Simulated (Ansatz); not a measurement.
**Cd: stress in a strained cell**

Aim: deform Cd (equal xy, yz and zx engineering shear strains of +3 %) and compute stress, forces and field gradients with LAPW, PAW and all-electron datasets made for the crystal.

Method: DFT PBEsol, scalar-relativistic, in Ansatz 0.2.0.

### Step 1. The starting structure

The structure is hexagonal, space group P6_3/mmc (No. 194). Conventional cell: a = 2.979 Å, b = 2.979 Å, c = 5.618 Å, α = 90.00°, β = 90.00°, γ = 120.00°. Cd (site symmetry -6m2) is surrounded by 12 Cd at 2.98 to 3.29 Å.

As a file:

```
Cd
1.0
     2.97887    0.00000    0.00000
    -1.48944    2.57978    0.00000
     0.00000    0.00000    5.61765
Cd
2
Direct
  0.33333 0.66667 0.25000
  0.66667 0.33333 0.75000
```

Atoms are numbered in the order of the input: Cd1, Cd2.

### Step 2. After the deformation

Space group P6_3/mmc before, P-1 after.

### Step 3. All-electron LAPW

input.yaml

```yaml
crystal:
  lattice:
    - [2.9788725081, 0.0446830876, 0.0446830876]
    - [-1.450739565, 2.5574377228, 0.0163551452]
    - [0.08426475, 0.08426475, 5.61765]
  atoms:
    - { symbol: Cd, position: [0.3333333333, 0.6666666667, 0.25] }
    - { symbol: Cd, position: [0.6666666667, 0.3333333333, 0.75] }
kpoints:
  mp_grid: { grid: [14, 14, 7] }
  band_path:
    path:
      - [0.0, 0.0, 0.0]
      - [0.0, -0.5, 0.0]
      - [0.0, 0.0, 0.5]
      - [0.0, 0.0, 0.0]
      - [-0.5, 0.0, 0.0]
      - [-0.5, 0.5, -0.5]
      - [0.0, 0.0, 0.0]
      - [-0.5, 0.0, -0.5]
      - [-0.5, 0.5, 0.0]
    npoints: 5
scf:
  occupations: { method: fermi_dirac, width: 0.05 }
hamiltonian:
  xc: pbesol
  pseudopotentials: { kind: all_electron, lapw: { basis_error: 0.00025 } }
output:
  forces: true
  stress: true
  eigenvalues: true
```

On the command line:

```sh
> ansatz run input.yaml --threads 1 --pin off --max-ram 3072MiB --backend cpu --events-out ev --progress --plain --runs-dir out
```

### Step 4. Frozen-core PAW

input.yaml

```yaml
crystal:
  lattice:
    - [2.9788725081, 0.0446830876, 0.0446830876]
    - [-1.450739565, 2.5574377228, 0.0163551452]
    - [0.08426475, 0.08426475, 5.61765]
  atoms:
    - { symbol: Cd, position: [0.3333333333, 0.6666666667, 0.25] }
    - { symbol: Cd, position: [0.6666666667, 0.3333333333, 0.75] }
kpoints:
  mp_grid: { grid: [14, 14, 7] }
scf:
  occupations: { method: fermi_dirac, width: 0.05 }
hamiltonian:
  xc: pbesol
  pseudopotentials: { kind: paw }
output:
  forces: true
  stress: true
  eigenvalues: true
  efg: { contact_densities: true }
```

### Step 5. Datasets made for this crystal

Edit input.yaml of step 4 so:

```diff
@@ -14,3 +14,3 @@
   xc: pbesol
-  pseudopotentials: { kind: paw }
+  pseudopotentials: { kind: all_electron, datasets: crystal }
 output:
```

(Steps that only read results are left out.)

Before running it: what results should come out? Wanted: pressure; largest shear or deviatoric stress.

As calculated:

| quantity | value |
| --- | --- |
| pressure | LAPW -1.20, PAW -1.19, crystal datasets -1.20 GPa |
| largest shear or deviatoric stress (LAPW) | 0.26 GPa |

**Reading.** The largest part of the stress beyond the pressure is 0.26 GPa in size, in the xy component; the atoms are carried along and not relaxed. No run of the undeformed cell stands beside it, so the pressure holds what the given cell had before the change. PAW: stress within 0.01 GPa of LAPW. Crystal datasets: stress within 0.01 GPa of LAPW.
